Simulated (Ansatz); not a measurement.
# B2O: where the electrons are, part 2 of 2

For B2O at its listed geometry, this session asks how the density differs from that of free atoms, which states sit where, how the functional moves the density, where an added electron goes and how expansion changes the bonding charge.

Ansatz 0.2.0; DFT PBE, scalar-relativistic, plane waves, PAW.

## 6. Adding 0.5 electron a cell

A uniform background keeps the cell neutral, and the atoms stay fixed.

Contents of input.yaml:

```yaml
crystal:
  lattice:
    - [2.879, 0.0, 0.0]
    - [-1.4395, 2.4932871375, 0.0]
    - [0.0, 0.0, 7.052]
  atoms:
    - { symbol: B, position: [0.0, 0.0, 0.38] }
    - { symbol: B, position: [0.0, 0.0, 0.62] }
    - { symbol: B, position: [0.6666666667, 0.3333333333, 0.023] }
    - { symbol: B, position: [0.3333333333, 0.6666666667, 0.977] }
    - { symbol: O, position: [0.6666666667, 0.3333333333, 0.306] }
    - { symbol: O, position: [0.3333333333, 0.6666666667, 0.694] }
total_charge: -0.5
basis:
  ecutwfc: 420
  fft_grid_basis: typed
kpoints:
  mp_grid: { grid: [12, 12, 4] }
hamiltonian:
  xc: pbe
scf:
  occupations: { method: gaussian, width: 0.05 }
output:
  forces: true
  stress: true
  eigenvalues: true
  bader: true
  write_density: true
  volumetric_format: npy
```

The run is started by

```sh
$ ansatz run input.yaml --threads 2 --pin off --max-ram 4096MiB --backend cpu --events-out ev --progress --plain --runs-dir out
```

Log, cut to the lines that bear on the results:

```text
Warning: RAYON_NUM_THREADS=2 ignored (pool sized by the plan → 2); use --threads N
[...]
Pseudopotentials: kind: paw
Pseudopotential: B, paw, valence charge 3, recommended cutoff 420 eV (normal), B.paw.azcp
Pseudopotential: O, paw, valence charge 6, recommended cutoff 420 eV (normal), O.paw.azcp
Functional definition: PBE
[...]
Crystal: 6 atoms, lattice volume = 50.620 Å³
Basis set: ecut = 420 eV, 995 PW (Γ), exchange–correlation on 40×40×96 points (8 copies of the dense FFT grid, shifted against one another)
Bands: 19, of which v1, the nominal top of the filled ones, is band 12 counted from 1 (11 counted from 0)
Symmetry: 12 space group operations
Space group: P-3m1 (ITA 164), of the structure as read, at distance tolerance 3.7e-5 Å
k-points: 69 of 576
[...]
SCF iter   1: F=—  HF=-1750.276620 eV  |F-HF|=—  |Δ(HF+E_count)|=         —  Δρ=5.04e-2  dr2=1.93e0  ethr=1.77e-3  ⟨swp⟩=5.8  Hψ=5963  notcnv=0  defer=1
[...]
  atom   3  B      0.00000000     0.00000000    -0.63796285
  atom   4  B      0.00000000    -0.00000000     0.63796285
  atom   5  O      0.00000000     0.00000000    -0.13565025
  atom   6  O      0.00000000    -0.00000000     0.13565025
[...]
--- Stress (GPa, compression-positive) ---
      -27.170728       0.000000      -0.000000
        0.000000     -27.170728       0.000000
        0.000000       0.000000      -2.198930
  P = ⅓ Tr σ = -18.8468 GPa (-188.468 kbar)
--- Band table (eV; the first three rows and the last of 69) ---
  k-point 0: bands = ["-14.7071", "-14.1897", "-3.6844", "-0.8396", "0.6862", "1.8500", "1.8500", "1.9795", "1.9795", "5.7000", "7.3249", "9.2672", "9.9058", "10.6429", "10.6429", "11.3332", "11.3332", "14.3012", "14.3012"]
[...]
--- Bader charges: 6 sites ---
  site symbol  charge [e]  shift [e]
     0      B      1.1737     0.0009
     1      B      1.1737     0.0009
     2      B     -0.0093     0.0010
     3      B     -0.0093     0.0010
     4      O     -1.4144     0.0001
     5      O     -1.4144     0.0001
  estimated error of the sums over rays = 6.0e-4 e
```

Run time: 29 s. Hardware: 2 threads of Arm Neoverse V2, shared host; peak memory 0.33 GiB.

Change of density for each electron added.

Density after less before, for each carrier, in a lattice plane of the grid's cell (edges 2.88 and 7.05 Å, at 0.333 of the third edge), which holds B and O.

Values in 10⁻³ per Å³, 12 rows by 6 columns:
```
 24.04  23.26  24.13  21.24  15.91  20.90
 13.21  12.73  13.14  12.83  12.14  12.84
  9.26   8.04   9.11   9.58   9.74   9.77
 12.73   4.96  12.36  15.45  15.33  15.78
 20.29  15.26  19.94  20.60  19.23  20.94
 20.44  21.68  20.27  14.66  11.79  14.86
 20.29  33.16  19.89   7.06  12.30   7.50
 12.73  30.34  12.30  19.04 114.94  20.99
  9.26  16.58   9.09  16.43  68.58  17.49
 13.21  13.78  13.13   9.83   6.32   9.82
 24.04  16.87  24.16  40.30  36.28  39.60
 26.55  20.14  26.79  38.75   9.94  37.21
```
Columns run along the first of these edges and rows up along the second, over one cell in 6 and 12 even steps from the bottom left corner. Atoms in the plane (fractional): B at (0.67, 0.02), O at (0.67, 0.31).

**On which atoms does the carrier sit?**

- In space (atomic cells sized by Bader volumes, not orbital character) the change of density that the added electron brings, screening included, divides as B about 60 % and O about 40 %; this need not match the band edge's orbital character.
- Outside the cores it is densest at the edge of the B core regions.
- There is almost no counter-flow of charge.

## 7. The cell at 120 % of its volume

Fractional coordinates and the k mesh are kept.

Contents of input.yaml:

```yaml
crystal:
  lattice:
    - [3.0593940207, 0.0, 0.0]
    - [-1.5296970103, 2.6495129421, 0.0]
    - [0.0, 0.0, 7.4938682299]
  atoms:
    - { symbol: B, position: [0.0, 0.0, 0.38] }
    - { symbol: B, position: [0.0, 0.0, 0.62] }
    - { symbol: B, position: [0.6666666667, 0.3333333333, 0.023] }
    - { symbol: B, position: [0.3333333333, 0.6666666667, 0.977] }
    - { symbol: O, position: [0.6666666667, 0.3333333333, 0.306] }
    - { symbol: O, position: [0.3333333333, 0.6666666667, 0.694] }
basis:
  ecutwfc: 420
  fft_grid_basis: typed
kpoints:
  mp_grid: { grid: [12, 12, 4] }
hamiltonian:
  xc: pbe
scf:
  occupations: { method: gaussian, width: 0.05 }
output:
  forces: true
  stress: true
  eigenvalues: true
  bader: true
  write_density: true
  volumetric_format: npy
  elf: true
```

The run is started by

```sh
$ ansatz run input.yaml --threads 2 --pin off --max-ram 4096MiB --backend cpu --events-out ev --progress --plain --runs-dir out
```

Log:

```text
Warning: RAYON_NUM_THREADS=2 ignored (pool sized by the plan → 2); use --threads N
Engine: ansatz 0.2.0, aarch64-unknown-linux-gnu
Pseudopotentials: kind: paw
Pseudopotential: B, paw, valence charge 3, recommended cutoff 420 eV (normal), B.paw.azcp
Pseudopotential: O, paw, valence charge 6, recommended cutoff 420 eV (normal), O.paw.azcp
Functional definition: PBE
  parameter kappa = 0.804
  parameter beta = 0.06672455060314922
  exchange = pbe_x(kappa = kappa, mu = beta*pi^2/3)
  correlation = pbe_c(beta = beta)
Crystal: 6 atoms, lattice volume = 60.745 Å³
Basis set: ecut = 420 eV, 1213 PW (Γ), exchange–correlation on 48×48×108 points (8 copies of the dense FFT grid, shifted against one another)
Bands: 18, of which v1, the nominal top of the filled ones, is band 12 counted from 1 (11 counted from 0)
Symmetry: 12 space group operations
Space group: P-3m1 (ITA 164), of the structure as read, at distance tolerance 3.9e-5 Å
k-points: 69 of 576
Non-local potential: B, projectors of the file, l = 0: 2, l = 1: 2, l = 2: 1
Non-local potential: O, projectors of the file, l = 0: 2, l = 1: 2, l = 2: 1
PAW form: soft (Blöchl's): semilocal exchange-correlation on the pseudo side does not see the compensation charge
PAW one-centre angular grid: B, 110 points (default); XC on 64 Gauss nodes
PAW one-centre angular grid: O, 110 points (default); XC on 64 Gauss nodes
Initial density: superposition of atomic densities (neutral atoms: chi_scale 0, normalization atom), corrected by the library's trained network
Initial wavefunctions: pseudopotential atomic-orbital guess
Functional: x = pbe(κ = 0.804, μ = 0.2195149727645171), c = pbe(β = 0.06672455060314922)
SCF iter   1: F=—  HF=-1752.656125 eV  |F-HF|=—  |Δ(HF+E_count)|=         —  Δρ=8.60e-3  dr2=5.41e-2  ethr=1.77e-3  ⟨swp⟩=5.1  Hψ=5517  notcnv=0
preconditioner: auto → none  [metal: Δε(μ)=0.016 eV  Ē_g=11.250 eV  σ=0.050 eV  W_gap=0.18  n_scr=4 (ndim 8)  ℏωp=23.3 eV  f_vac=0.000  D(μ)=2.54/eV (n_scr^D=24)  sad-step TF]
SCF iter   2: F=—  HF=-1752.652363 eV  |F-HF|=—  |Δ(HF+E_count)|=   3.76e-3  Δρ=5.32e-3  dr2=3.52e-2  ethr=2.25e-4  ⟨swp⟩=1.4  Hψ=1832  notcnv=0  defer=6
SCF iter   3: F=—  HF=-1752.647175 eV  |F-HF|=—  |Δ(HF+E_count)|=   5.19e-3  Δρ=8.04e-4  dr2=2.88e-4  ethr=1.47e-4  ⟨swp⟩=2.5  Hψ=1963  notcnv=0  defer=6
SCF iter   4: F=—  HF=-1752.647302 eV  |F-HF|=—  |Δ(HF+E_count)|=   1.27e-4  Δρ=2.20e-4  dr2=6.13e-5  ethr=1.20e-6  ⟨swp⟩=2.5  Hψ=1901  notcnv=0  defer=8
SCF iter   5: F=—  HF=-1752.647350 eV  |F-HF|=—  |Δ(HF+E_count)|=   4.85e-5  Δρ=4.72e-5  dr2=1.45e-6  ethr=2.55e-7  ⟨swp⟩=2.4  Hψ=1827  notcnv=0  defer=8
SCF iter   6: F=-1752.647350 eV  HF=-1752.647350 eV  |F-HF|=6.14e-9  |Δ(HF+E_count)|=   1.10e-7  Δρ=9.68e-6  dr2=4.33e-8  ethr=4.17e-10  ⟨swp⟩=7.2  Hψ=6130  notcnv=0
SCF 1 converged in 6 iterations: F = -1752.647350 eV  dr2 = 4.33e-8
SCF converged after 6 iterations
Free energy (F): -1752.647350 eV
Harris-Foulkes:  -1752.647350 eV  (|F-HF|=6.14e-9)
Internal energy: -1752.645021 eV  (E = F + TS)
E sigma→0 (E₀):  -1752.646186 eV
Entropy (-TS):   -0.002329 eV (-0.388 meV/atom)
Fermi energy:    6.321864 eV
--- Per-component energies (eV) ---
  E_band       = -51.660068
  E_kinetic    = 503.787810
  E_local      = -901.583554  (includes V_loc(G=0)·N_el)
  E_nonlocal   = 143.530399
  E_hartree    = 302.621527
  E_xc         = -263.647021
  E_vxc        = -324.456055  (∫ρ·V_xc dr)
  E_paw        = -626.830241  (= ΣΔE_a)
  E_vpaw       = -78.189019  (= ΣTr[D̂ρ^β])
  E_aug_tail   = 0.004554  (compensation charges beyond the density's cutoff)
  E_ewald      = -910.528495
  E_smearing   = -0.002329  (= −TS)
  E_closure    = -0.000000  (closes the sum)
  Σ components = -1752.647350   (vs F -1752.647350, Δ=0.00e0)
--- Forces (eV/Å), atoms counted from 1 ---
  atom   1  B     -0.00000000     0.00000000     0.70964977
  atom   2  B      0.00000000    -0.00000000    -0.70964977
  atom   3  B     -0.00000000     0.00000000    -0.80349815
  atom   4  B      0.00000000    -0.00000000     0.80349815
  atom   5  O     -0.00000000     0.00000000     0.23981504
  atom   6  O      0.00000000    -0.00000000    -0.23981504
  max |Σ_I F_I| component: 5.55e-17 eV/Å
--- Stress (GPa, compression-positive) ---
      -41.093893      -0.000000      -0.000000
       -0.000000     -41.093893      -0.000000
       -0.000000      -0.000000     -17.686392
  P = ⅓ Tr σ = -33.2914 GPa (-332.914 kbar)
--- Band table (eV; the first three rows and the last of 69) ---
  k-point 0: bands = ["-15.1131", "-14.7740", "-4.5763", "-2.4729", "-0.2140", "0.6933", "0.6933", "0.8106", "0.8106", "3.5124", "4.5591", "6.6606", "7.3267", "7.7635", "7.7635", "8.9938", "8.9938", "11.5937"]
  k-point 1: bands = ["-15.1077", "-14.7803", "-4.4136", "-2.9230", "0.4128", "0.6890", "0.6890", "0.8161", "0.8161", "2.8103", "4.9950", "6.5188", "7.3991", "7.7384", "7.7384", "9.0347", "9.0347", "11.5746"]
  k-point 2: bands = ["-15.1022", "-14.7869", "-4.1448", "-3.4028", "0.6850", "0.6850", "0.8209", "0.8209", "1.4414", "1.7766", "5.3113", "6.3613", "7.4571", "7.7145", "7.7145", "9.0748", "9.0748", "11.5552"]
  k-point 68: bands = ["-14.0488", "-14.0488", "-3.8569", "-2.5510", "-2.0043", "-2.0043", "-0.0823", "-0.0823", "1.7609", "1.7609", "1.8606", "2.6467", "8.8876", "8.8876", "9.8392", "9.9351", "10.1754", "10.1754"]
--- Bader charges: 6 sites ---
  site symbol  charge [e]  shift [e]
     0      B      1.1145     0.0002
     1      B      1.1145     0.0002
     2      B      0.1068     0.0008
     3      B      0.1068     0.0008
     4      O     -1.2213     0.0010
     5      O     -1.2212     0.0010
  estimated error of the sums over rays = 6.2e-4 e
```

Wall time 26 s (2 threads of Arm Neoverse V2, shared host); peak memory 0.35 GiB.

Deformation density at this volume.

Deformation density in a lattice plane of the grid's cell (edges 3.06 and 7.49 Å, at 0.333 of the third edge), which holds B and O.

Values in 10⁻³ e/Å³, 12 rows by 6 columns:
```
  11.76  -31.91    8.06   -8.13  -85.97  -10.66
 -20.74  -22.65  -20.65  -21.88  -27.70  -21.93
  -6.18   24.65   -4.76  -21.97  -21.05  -22.16
  15.67  117.98   20.41  -28.67  -26.86  -29.43
 -31.16   -2.66  -29.72  -36.06  -30.92  -36.82
 -10.84    7.80  -12.49  -26.38  -24.70  -25.86
 -31.16  -70.32  -29.54   19.09   26.34   18.60
  15.67  -73.46   20.89   78.21   28.01   69.28
  -6.18  -31.58   -4.61   56.05  363.73   59.81
 -20.74  -20.32  -20.65  -16.55    1.83  -16.13
  11.76   -2.65    7.95  -70 -237.58  -73.65
 119.01   40.43  114.65  175.22  -45.36  164.06
```
Columns run along the first of these edges and rows up along the second, over one cell in 6 and 12 even steps from the bottom left corner. Atoms in the plane (fractional): B at (0.67, 0.02), O at (0.67, 0.31).

**What does the deformation density say about the bonding?**

B–B (1.80 Å): Δρ is +0.42 e/Å³ at the midpoint, with a peak of 0.42 e/Å³ 0.7 Å from B: covalent bond charge. B–O (1.85 Å): Δρ is +0.13 e/Å³ at the midpoint, with a peak of 0.19 e/Å³ 0.7 Å from O: a build-up of bond charge, the mark of a shared pair. B–O (2.12 Å): Δρ is about zero at the midpoint. Outside the cores the largest gain is 0.42 e/Å³, at the edge of the B core regions, and the largest loss 0.17 e/Å³, at the edge of the B core regions. The rearranged charge, half the integral of |Δρ|, is about 0.23 e an atom. Bader charges: B +0.11 to +1.11 and O −1.22 e.

## 8. Results

The summary covers parts 1 to 2.

| quantity | value |
| --- | --- |
| gap on the mesh | none (metal) |
| pressure | -18.9 GPa |
| Bader charges | B +0.09 to +1.30, O -1.39 e |
| the states at the Fermi level | B 2p (75 %) and O 2s (10 %) |
| with LDA | gap none (metal), -27.7 GPa, 28 s against 29 s |
| at 120 % volume | -33.3 GPa, gap none (metal), Bader B +0.11 to +1.11, O -1.22 e |

In words: B–B (1.69 Å): Δρ is +0.54 e/Å³ at the midpoint, with a peak of 0.55 e/Å³ 0.7 Å from B: charge gathers in the bond, as in covalent bonding. B–O (1.74 Å): Δρ is +0.16 e/Å³ at the midpoint, with a peak of 0.23 e/Å³ 0.7 Å from O: charge gathers in the bond, as in covalent bonding. LDA has more density 1.1 Å from an O nucleus (up to 0.004 e/Å³) and less 0.8 Å from a B nucleus (by 0.01 e/Å³). In space (atomic cells sized by Bader volumes, not orbital character) the change of density that the added electron brings, screening included, divides as B about 60 % and O about 40 %; this need not match the band edge's orbital character. B–B goes from 1.69 to 1.80 Å with the volume, and the deformation density at its midpoint from +0.54 to +0.42 e/Å³. The final runs have no spin polarisation, so no magnetic state was tried and one may lie lower.
